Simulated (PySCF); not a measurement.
# AlI+: from the state search to spectroscopic constants

An exercise on one series of results from a longer session: the logs are not shown, and one member is left open.

Method: Al cc-pV(D+d)Z, I cc-pVDZ-PP with ECP28, scalar-relativistic core potentials; program: PySCF 2.14.0.

The first run:

Settings of the job:

| Property | Result |
| --- | --- |
| atoms | Al, I |
| charge | 1 |
| basis | Al cc-pV(D+d)Z, I cc-pVDZ-PP with ECP28 |
| Hamiltonian | scalar-relativistic core potentials |
| basis functions | 46 |
| electrons treated | 37 |
| masses in u | 26.9815, 126.9045 |
| levels | PBE0, PBE, r²SCAN, BLYP, LDA, B2PLYP, HF, MP2, SCS-MP2, CCSD, CCSD(T) |
| grid | 80 radial by 434 angular points |
| occupations | held fixed by the projection of orbital angular momentum |
| dissociation limit | Al+ + I, each in its ground configuration |
| starting distance in angstrom | 2.605 |
| values of 2S to try | 1, 3 |

Command:

```sh
$ OMP_NUM_THREADS=1 python dia.py task.json out
```

Among the steps run: Input; The PBE0 curve of the state that the search chose; Excited determinants; PBE; r²SCAN; BLYP (GGA); LDA (local density); B2PLYP (double hybrid); UHF; MP2 and coupled cluster.

One table of the session follows, with a row left open; its other results are not shown here.

Energy (eV) from each level's lowest point:

| R (Å) | UHF | UHF-MP2 | UHF-SCS-MP2 | UHF-CCSD | UHF-CCSD(T) |
| --- | --- | --- | --- | --- | --- |
| 2.087 | 1.064 | 1.090 | 1.113 | n/a | n/a |
| 2.184 | 0.450 | 0.460 | 0.479 | 0.506 | 0.515 |
| 2.281 | ? | ? | ? | ? | ? |
| 2.354 | 0.022 | 0.019 | 0.027 | 0.039 | 0.040 |
| 2.427 | 0.000 | 0.000 | 0.000 | 0.000 | 0.000 |
| 2.500 | 0.035 | 0.047 | 0.037 | 0.020 | 0.020 |
| 2.597 | 0.133 | 0.181 | 0.154 | 0.103 | 0.107 |
| 2.718 | 0.281 | 0.405 | 0.350 | 0.247 | 0.264 |
| 2.864 | 0.432 | 0.657 | 0.565 | 0.420 | 0.456 |
| 3.058 | 0.554 | 0.873 | 0.742 | n/a | n/a |

Q: Estimate the row for R (Å) = 2.281 from the others.

Worked estimate for «UHF». A straight line through the neighbours (2.184, 0.450) and (2.354, 0.022) gives 0.450 + (0.022 − 0.450) × (2.281 − 2.184) / (2.354 − 2.184) = 0.206; a parabola fitted to 4 rows on both sides gives 0.114.

The run gave: UHF: 0.128; UHF-MP2: 0.127; UHF-SCS-MP2: 0.141; UHF-CCSD: 0.161; UHF-CCSD(T): 0.165. In «UHF» the line misses by +0.078 and the parabola by -0.014.
